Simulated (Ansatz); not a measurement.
# B₂HF₃: small, medium and large basis sets

The task here is to estimate one member of a computed series from the others.

The runs use Ansatz 0.2.0, Gaussian basis; one geometry, several basis sets.

Levels to be run: PBE0-D4/def2-SVP; ωB97M-V/def2-SVP; PBE0-D4/def2-QZVPP; ωB97M-V/def2-QZVPP; the functionals' def2-TZVPP values are taken from earlier runs.

## The relaxed structure

An earlier PBE0-D4 in a triple-zeta def2 set relaxation fixed the geometry.

6 atoms, charge 0, spin multiplicity 1.

Atoms are counted from 1 here; the program's logs count them from 0.

Bond lengths: F1–B2 1.322 Å, B2–B3 1.719 Å, B2–H6 1.202 Å, B3–F4 1.321 Å, B3–F5 1.321 Å. Angles: F1–B2–B3 119.8°, F1–B2–H6 116.4°, B3–B2–H6 123.9°, B2–B3–F4 121.8°, B2–B3–F5 121.8°, F4–B3–F5 116.3°.

Set-up of the first run:

in.yaml reads:

```yaml
crystal:
  periodic: [false, false, false]
  atoms:
    - {symbol: F, position_ang: [0.018769, 0.817258, 1.701293]}
    - {symbol: B, position_ang: [-0.331009, -0.076595, 0.792319]}
    - {symbol: B, position_ang: [0.317237, 0.023839, -0.796503]}
    - {symbol: F, position_ang: [1.427807, -0.605268, -1.136890]}
    - {symbol: F, position_ang: [-0.288001, 0.702861, -1.754418]}
    - {symbol: H, position_ang: [-1.102804, -0.926294, 1.147998]}
basis:
  gaussian: {orbitals: def2-SVP}
hamiltonian: {xc: pbe0, dispersion: d4}
output: {orbitals: {seedname: orbitals}}
```

Run with:

```console
$ ansatz run in.yaml --threads 2 --pin off --events-out ev --progress --plain --max-ram 4352MiB
```

Among the steps run: PBE0-D4 in def2-SVP; ωB97M-V in def2-SVP; PBE0-D4 in def2-QZVPP; ωB97M-V in def2-QZVPP.

One table of the session follows, with a row left open; its other results are not shown here.

| functional | basis | HOMO (eV) |
| --- | --- | --- |
| PBE0-D4 | def2-SVP | -8.80 |
| PBE0-D4 | def2-TZVPP | ? |
| PBE0-D4 | def2-QZVPP | -8.95 |
| ωB97M-V | def2-SVP | -11.08 |
| ωB97M-V | def2-TZVPP | -11.23 |
| ωB97M-V | def2-QZVPP | -11.26 |

Q: Estimate the row for PBE0-D4, def2-TZVPP from the others.

The run gave: HOMO (eV): -8.93. In the column «HOMO (eV)» it lies between PBE0-D4, def2-QZVPP (-8.95) and PBE0-D4, def2-SVP (-8.80).
